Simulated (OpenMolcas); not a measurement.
# Ti²⁺ among point charges: CASSCF and CASPT2 levels and susceptibility

How does a field of 6 point charges split the states of Ti²⁺, and what χT follows?

Method: state-averaged CASSCF and CASPT2, spin-orbit coupling by RASSI with atomic mean-field integrals. Code: OpenMolcas 26.06.

### 1 What is computed

```
Species                           : Ti²⁺ (titanium, Z = 22, 20 electrons)
Basis                             : ANO-RCC-VTZP [6s5p3d2f1g], 59 functions
Scalar Hamiltonian                : DKH2, point nucleus
Inactive shells                   : 1s 2s 2p 3s 3p
Active space                      : 2 electrons in 5 orbitals (3d)
Some configurations of this space : 3d2
Orbitals                          : optimised for each spin and parity, averaged over all roots
```

The outer shells:

3d2
```
3d [↑ ][↑ ][  ][  ][  ]
```

The ion sits among 6 point charges of -0.65 e arranged as an octahedron (Oh), 2.12 Å from the ion.

Each step is its own input file, run in one work folder so that later steps find the files of earlier ones. Labels, J, g values, rates, χT and fits are worked out afterwards by a script from the matrices that RASSI stores. The input lists half of the charges; inversion (Group=XYZ) makes the rest.

### 2 GATEWAY and SEWARD: basis and integrals

File a.inp:

```
&GATEWAY
Coord
1

Ti 0.0 0.0 0.0
Basis=ANO-RCC-VTZP
Group=XYZ
NoMove
AngMom=0.0 0.0 0.0
AMFI
XField
3 Angstrom 0
2.120000 0.000000 0.000000 -0.650000
0.000000 2.120000 0.000000 -0.650000
0.000000 0.000000 2.120000 -0.650000
&SEWARD
```

Command:

```sh
OMP_NUM_THREADS=1 MOLCAS_MEM=1689 MOLCAS_PROJECT=a pymolcas a.inp > a.log
```

Output:

```text
Basis set label: TI.ANO-RCC...6S5P3D2F1G.

      Electronic valence basis set:
      ------------------
      Associated Effective Charge  22.000000 au
      Associated Actual Charge     22.000000 au
      Nuclear Model: Point charge

      Shell  nPrim  nBasis  Cartesian Spherical Contaminant
         s      21       6        X
         p      15       5        X
         d      10       3                 X
         f       6       2                 X
         g       4       1                 X
                  Relativistic Douglas-Kroll-Hess integrals:
                    - DKH order of Hamiltonian: 2
                    - DKH order of Properties : 0
                  Atomic mean-field integrals
```

### 3 CASSCF: triplets of even parity, 10 roots

File a.inp:

```
&RASSCF
FileOrb=start.orb
Symmetry=1
Spin=3
nActEl=2 0 0
Inactive=3 6
Ras2=5 0
CIRoot=10 10 1
SDav=10
CIMx=300
Iter=120 100
PrWF=0.3
OrbListing=Nothing
MaxOrb=0
>>> COPY $Project.JobIph JOB001
```

start.orb holds the contracted functions of the basis, ordered by shell, or the orbitals of the step before.

Output, cut to the lines that bear on the results:

```text
[...]
      Number of active orbitals                  5
[...]
      Spin quantum number                      1.0
[...]
      Active orbitals                            5   0
[...]
      Number of CSFs                            10
      Number of root(s) required                10
[...]
      Convergence after  9 iterations
[...]
      Natural orbitals and occupation numbers for root  1
      sym 1:   0.949083   0.050917   0.050917   0.949083  -0.000000
      Natural orbitals and occupation numbers for root  2
      sym 1:   0.949082   0.949082   0.000000   0.050918   0.050918
      Natural orbitals and occupation numbers for root  3
      sym 1:   0.000000   0.858102   0.141898   0.858102   0.141898
::    RASSCF root number  1 Total energy:   -854.01629232
::    RASSCF root number  2 Total energy:   -854.01629232
::    RASSCF root number  3 Total energy:   -854.01629232
[...]
::    RASSCF root number  7 Total energy:   -853.99246599
::    RASSCF root number  8 Total energy:   -853.94714169
::    RASSCF root number  9 Total energy:   -853.94714169
::    RASSCF root number 10 Total energy:   -853.94714169
```

### 4 Reference wave functions, singlets of even parity, 15 roots

File a.inp:

```
&RASSCF
FileOrb=start.orb
Symmetry=1
Spin=1
nActEl=2 0 0
Inactive=3 6
Ras2=5 0
CIRoot=15 15 1
SDav=15
CIMx=300
Iter=120 100
PrWF=0.3
OrbListing=Nothing
MaxOrb=0
>>> COPY $Project.JobIph JOB002
```

Output, cut to the lines that bear on the results:

```text
[...]
      Number of active orbitals                  5
[...]
      Spin quantum number                      0.0
[...]
      Active orbitals                            5   0
[...]
      Number of CSFs                            15
      Number of root(s) required                15
[...]
      Convergence after  7 iterations
[...]
      Natural orbitals and occupation numbers for root  1
      sym 1:   0.207853   0.334113   0.792224   0.002179   0.663631
      Natural orbitals and occupation numbers for root  2
      sym 1:   0.826698   0.004176   0.171782   0.318644   0.678700
      Natural orbitals and occupation numbers for root  3
      sym 1:   0.886865   0.569835   0.096646   0.423287   0.023368
::    RASSCF root number  1 Total energy:   -853.96302099
::    RASSCF root number  2 Total energy:   -853.96302099
::    RASSCF root number  3 Total energy:   -853.96302099
[...]
::    RASSCF root number 12 Total energy:   -853.92696667
::    RASSCF root number 13 Total energy:   -853.92290306
::    RASSCF root number 14 Total energy:   -853.92290306
::    RASSCF root number 15 Total energy:   -853.81616136
```

### 5 State interaction with spin-orbit coupling

File a.inp:

```
&RASSI
NrOfJobIphs=2 10 15
1 2 3 4 5 6 7 8 9 10
1 2 3 4 5 6 7 8 9 10 11 12 13 14 15
IphNames
JOB001
JOB002
EJob
SpinOrbit
DIPRint=1.0
SOCoupling=1000.0
Subsets=2
Property=9
'ANGMOM' 1 'ANGMOM' 2 'ANGMOM' 3 'MLTPL  1' 1 'MLTPL  1' 2 'MLTPL  1' 3
'AMFI' 1 'AMFI' 2 'AMFI' 3
SOProperty=3
'ANGMOM' 1 'ANGMOM' 2 'ANGMOM' 3
```

Output, cut to the lines that bear on the results:

```text
SPIN-FREE ENERGIES:
  (Shifted by EMIN (a.u.) =       -854.0162923231)
 SF State       Relative EMIN(au)   Rel lowest level(eV)    D:o, cm**(-1)      L_eff
     1             0.0000000000        0.0000000000              0.0000         3.0
     2             0.0000000000        0.0000000000              0.0000         3.0
     3             0.0000000000        0.0000000000              0.0000         3.0
     4             0.0106618588        0.2901239583           2340.0075         3.0
     5             0.0106618588        0.2901239583           2340.0075         3.0
     6             0.0106618588        0.2901239583           2340.0075         3.0
     7             0.0238263335        0.6483475644           5229.2758         3.0
    11             0.0532713359        1.4495868959          11691.7068         2.2
    12             0.0532713359        1.4495868959          11691.7068         2.2
    13             0.0532713359        1.4495868959          11691.7068         2.2
[...]
Eigenvalues of complex Hamiltonian:
   -----------------------------------
  (Shifted by EMIN (a.u.) =       -854.0162923231)
 SO State       Relative EMIN(au)   Rel lowest level(eV)    D:o, cm**(-1)     J-value
     1            -0.0005112096        0.0000000000              0.0000         2.2
     2            -0.0005112096        0.0000000000              0.0000         2.0
     3            -0.0004543779        0.0015464713             12.4731         2.2
     4            -0.0004543779        0.0015464713             12.4731         2.2
     5            -0.0004543779        0.0015464713             12.4731         2.1
     6             0.0003893823        0.0245063548            197.6571         3.1
     7             0.0003893823        0.0245063548            197.6571         3.1
     8             0.0003893823        0.0245063548            197.6571         2.3
     9             0.0008378306        0.0367092550            296.0801         3.2
    10             0.0103820397        0.2964204158           2390.7919         2.4
    11             0.0104890701        0.2993328603           2414.2823         2.4
[...]
```

These steps: 5.4 s of run time, 1 thread of Arm Neoverse V1, shared host.

States without spin-orbit coupling:

```tsv
state	degeneracy	E (cm-1)	free-ion L (%)
3T1	3	0	F (99)
3T2	3	2340	F (100)
3A2	1	5229	F (100)
1T2	3	11692	D (94)
1E	2	12363	D (82)
3T1	3	15177	P (99)
1T2	3	18048	G (94)
1T1	3	19418	G (100)
1A1	1	19605	G (98)
1E	2	20497	G (82)
1A1	1	43924	S (98)
```

With spin-orbit coupling:

```csv
E (cm-1),Degeneracy,Label,2S+1
0.0,2,E,3
12.5,3,T2,3
197.7,3,T1,3
296.1,1,A1,3
2391,1,A2,3
2414,3,T2,3
2489,3,T1,3
2499,2,E,3
5351,3,T2,3
11800,3,T2,1
12467,2,E,1
15162,1,A1,3
15227,3,T1,3
15358,3,T2,3
15360,2,E,3
18162,3,T2,1
19531,3,T1,1
19718,1,A1,1
20611,2,E,1
44039,1,A1,1
```

Powder χT (cm³ K/mol): 0.01 at 2 K, 0.04 at 5 K, 0.07 at 10 K, 0.13 at 20 K, 0.31 at 50 K, 0.57 at 100 K, 0.79 at 150 K, 0.95 at 200 K, 1.07 at 250 K, 1.17 at 300 K.

A ligand-field fit to the states below 45000 cm-1 gives 10Dq = 2939 cm-1, B = 885 cm-1 and C = 3199 cm-1 (C/B = 3.61), with a deviation of 79 cm-1.

### 6 CASPT2: IPEA 0.25, imaginary shift 0.1 (closed shells correlated: 3s 3p)

File a.inp:

```
>>> COPY JOB001 $Project.JobIph
&CASPT2
Multistate=10 1 2 3 4 5 6 7 8 9 10
NoMult
Frozen=2 3
IPEA=0.25
Imaginary=0.1
MaxIter=60
WThr=0.0 0.3 0.05
PrWF=0.5
NoMix
>>> COPY JOB002 $Project.JobIph
&CASPT2
Multistate=15 1 2 3 4 5 6 7 8 9 10 11 12 13 14 15
NoMult
Frozen=2 3
IPEA=0.25
Imaginary=0.1
MaxIter=60
WThr=0.0 0.3 0.05
PrWF=0.5
NoMix
```

Output, cut to the lines that bear on the results:

```text
[...]
      Active orbitals                            5   0
[...]
      E2 (Variational):          -0.2986641197
      Total energy:            -854.3149564429
[...]
::    CASPT2 Root  1     Total energy:   -854.31495644
::    CASPT2 Root  2     Total energy:   -854.31495653
[...]
::    CASPT2 Root 12     Total energy:   -854.24198823
::    CASPT2 Root 13     Total energy:   -854.23364147
::    CASPT2 Root 14     Total energy:   -854.23353719
::    CASPT2 Root 15     Total energy:   -854.16033135
```

Time for this run: 3.4 s (1 thread of Arm Neoverse V1, shared host).

SS-CASPT2: lowest energy less the reference's lowest, -0.2992 hartree; reference weights 0.919 to 0.952.

States without spin-orbit coupling:

```tsv
state	degeneracy	E (cm-1)	free-ion L (%)
3T1	3	0	F (99)
3T2	3	2725	F (100)
3A2	1	5852	F (100)
1T2	3	8419	D (94)
1E	2	9433	D (82)
3T1	3	12686	P (99)
1T2	3	14971	G (94)
1A1	1	16133	G (98)
1T1	3	17002	G (100)
1E	2	17976	G (82)
1A1	1	34055	S (98)
```

With spin-orbit coupling:

| E (cm-1) | Degeneracy | Label | 2S+1 |
| --- | --- | --- | --- |
| 0 | 2 | E | 3 |
| 11 | 3 | T2 | 3 |
| 200 | 3 | T1 | 3 |
| 290 | 1 | A1 | 3 |
| 2770 | 1 | A2 | 3 |
| 2800 | 3 | T2 | 3 |
| 2870 | 3 | T1 | 3 |
| 2880 | 2 | E | 3 |
| 5970 | 3 | T2 | 3 |
| 8530 | 3 | T2 | 1 |
| 9540 | 2 | E | 1 |
| 12670 | 1 | A1 | 3 |
| 12730 | 3 | T1 | 3 |
| 12860 | 3 | T2 | 3 |
| 12870 | 2 | E | 3 |
| 15080 | 3 | T2 | 1 |
| 16240 | 1 | A1 | 1 |
| 17110 | 3 | T1 | 1 |
| 18090 | 2 | E | 1 |
| 34170 | 1 | A1 | 1 |

Powder χT (cm³ K/mol): 0.02 at 2 K, 0.04 at 5 K, 0.08 at 10 K, 0.14 at 20 K, 0.31 at 50 K, 0.57 at 100 K, 0.79 at 150 K, 0.95 at 200 K, 1.07 at 250 K, 1.16 at 300 K.

A ligand-field fit to the states below 45000 cm-1 gives 10Dq = 3621 cm-1, B = 727 cm-1 and C = 2288 cm-1 (C/B = 3.15), with a deviation of 451 cm-1.

### 7 The methods side by side

A. CASSCF
B. SS-CASPT2, IPEA 0.25, imaginary shift 0.1 (closed shells correlated: 3s 3p)

```tsv
method	ground state	first state of that spin (cm-1)	first gap with spin-orbit (cm-1)	χT at 300 K
A	3T1	3T2 2340	12.5	1.17
B	3T1	3T2 2725	11.1	1.16
```

### 8 Summary of results

| quantity | value |
| --- | --- |
| method | SS-CASPT2, IPEA 0.25, imaginary shift 0.1 (closed shells correlated: 3s 3p) |
| spin-free ground state | 3T1, 3-fold in its orbital part |
| first state of the same spin within the active space | 3T2 at 2720 cm⁻¹ |
| lowest level | 2-fold E, g = 0.00, 0.00, 0.00 |
| next level | 11.1 cm⁻¹ |
| χT at 300 K | 1.16 cm³ K/mol |
| effective moment at 300 K | 3.05 μB |

Cost by method:

```tsv
method	time of its own steps	time with the reference
A. CASSCF	5.4 s	5.4 s
B. SS-CASPT2, IPEA 0.25, imaginary shift 0.1, +3s 3p	3.4 s	8.7 s
```

Times are of one thread on a shared host.

**Reading.** The spin-free ground state (3T1) comes to 99 % from free-ion F terms and keeps the highest spin of the shell. χT at 300 K is 1.16, against 1.00 cm³ K/mol for the spin alone, so orbital moment adds to it. A ligand-field fit to the states below 45000 cm-1 gives 10Dq = 3621 cm-1, B = 727 cm-1 and C = 2288 cm-1 (C/B = 3.15), with a deviation of 451 cm-1. CASPT2 does not keep the components of a term degenerate, and the means are used. The field of point charges can differ much from that of real complexes. Point charges carry no covalency, so the field is a model and not that of real ligands.
